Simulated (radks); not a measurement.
# Ca⁷⁺ in [Ne] 3s2 3p1: an all-electron calculation

The task here is to estimate one member of a computed series from the others.

Program: radks (a radial shooting solver on a logarithmic mesh, Libxc functionals) version 1. Level of theory: non-relativistic Kohn-Sham, LDA (Slater exchange, Perdew-Wang correlation), spin-polarised, spherical densities, point nucleus; open shells are filled with parallel spins first. These are calculated values, not measurements, unless marked.

## Starting point

| Property | Result |
| --- | --- |
| element | calcium (Z = 20) |
| charge | +7 |
| electrons | 13 |
| configuration | [Ne] 3s2 3p1 |

The outer shells:

Ca⁷⁺
```
[Ne] core
3s [↑↓]
3p [↑ ][  ][  ]
```

The first run:

Input:

```text
Z 20
configuration [Ne] 3s2 3p1 4s0 3d0 4p0 4f0
relativity non-relativistic
functional lda,pw
spin polarised
nucleus point
```

Launch:

```console
python run_ks.py task.json out
```

All runs below come from this command, one after another.

One table of the session follows, with a row left open; its other results are not shown here.

It belongs to the step «Orbitals and density». Radial moments (bohr):

| level | <r> | outermost maximum (interpolated) | 90 % within | nodes |
| --- | --- | --- | --- | --- |
| 1s up | 0.07752 | 0.0509 | 0.138 | 0 |
| 1s down | 0.07752 | 0.0509 | 0.138 | 0 |
| 2s up | 0.3655 | 0.302 | 0.568 | 1 |
| 2s down | 0.3653 | 0.302 | 0.568 | 1 |
| 2p up | 0.3260 | 0.246 | 0.537 | 0 |
| 2p down | 0.3258 | 0.246 | 0.536 | 0 |
| 3s up | 1.025 | 0.933 | 1.50 | 2 |
| 3s down | 1.028 | 0.933 | 1.51 | 2 |
| 3p up | 1.048 | 0.944 | 1.56 | 1 |
| 3p down | 1.052 | 0.944 | 1.57 | 1 |
| 3d up | ? | ? | ? | ? |
| 3d down | 1.055 | 0.875 | 1.64 | 0 |
| 4s up | 2.099 | 2.05 | 2.97 | 3 |
| 4s down | 2.116 | 2.07 | 3.00 | 3 |
| 4p up | 2.198 | 2.15 | 3.14 | 2 |
| 4p down | 2.217 | 2.17 | 3.17 | 2 |
| 4f up | 2.155 | 1.88 | 3.16 | 0 |
| 4f down | 2.201 | 1.93 | 3.23 | 0 |

Q: Estimate the row for 3d up from the others.

**Answer.** <r>: 1.051; outermost maximum (interpolated): 0.877; 90 % within: 1.63; nodes: 0. In the column «<r>» it lies between 3p up (1.048) and 3p down (1.052).

To keep in mind: Open shells are spherical and high-spin; term and fine-structure splittings are not resolved.
